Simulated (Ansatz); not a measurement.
# Si16B: the cost of one run

All numbers below are computed with Ansatz 0.2.0 (DFT PBE+D3(BJ), plane waves, PAW, scalar-relativistic, collinear spin).

### 1 The system as given

The cell holds 17 atoms (BSi16): a = 7.679 Å, b = 7.679 Å, c = 7.679 Å, α = 60.00°, β = 60.00°, γ = 60.00°.

The coordinates stand in the first input below.

### 2 Relaxing the start

input.yaml

```yaml
crystal:
  lattice:
    - [0.0, 5.43, 5.43]
    - [5.43, 0.0, 5.43]
    - [5.43, 5.43, 0.0]
  atoms:
    - { symbol: Si, position: [0.0, 0.0, 0.0] }
    - { symbol: Si, position: [0.125, 0.125, 0.125] }
    - { symbol: Si, position: [0.0, 0.0, 0.5] }
    - { symbol: Si, position: [0.125, 0.125, 0.625] }
    - { symbol: Si, position: [0.0, 0.5, 0.0] }
    - { symbol: Si, position: [0.125, 0.625, 0.125] }
    - { symbol: Si, position: [0.0, 0.5, 0.5] }
    - { symbol: Si, position: [0.125, 0.625, 0.625] }
    - { symbol: Si, position: [0.5, 0.0, 0.0] }
    - { symbol: Si, position: [0.625, 0.125, 0.125] }
    - { symbol: Si, position: [0.5, 0.0, 0.5] }
    - { symbol: Si, position: [0.625, 0.125, 0.625] }
    - { symbol: Si, position: [0.5, 0.5, 0.0] }
    - { symbol: Si, position: [0.625, 0.625, 0.125] }
    - { symbol: Si, position: [0.5, 0.5, 0.5] }
    - { symbol: Si, position: [0.625, 0.625, 0.625] }
    - { symbol: B, position: [0.2382467, 0.7517707, 0.7670561], spin: 1.0 }
magnetization:
  spin_polarized: true
basis:
  ecutwfc: 420.0
kpoints:
  mp_grid: { grid: [2, 2, 2] }
hamiltonian:
  xc: pbe
  dispersion: d3bj
  pseudopotentials: { kind: paw, azcp: { folder: soft_1 } }
scf:
  occupations: { method: fermi_dirac, width: 0.02 }
  lower_state_search: "off"
relax:
  f_tol: 0.08
  max_steps: 25
  adjacent_minimum: "off"
```

Launch:

```bash
$ ansatz run input.yaml --threads 1 --pin off --max-ram 3072MiB --backend cpu --events-out ev --progress --plain --runs-dir out
```

Q: Estimate wall time and peak memory on 1 thread of Arm Neoverse V2, shared host.

About 63 s, with a peak of 0.66 GiB.
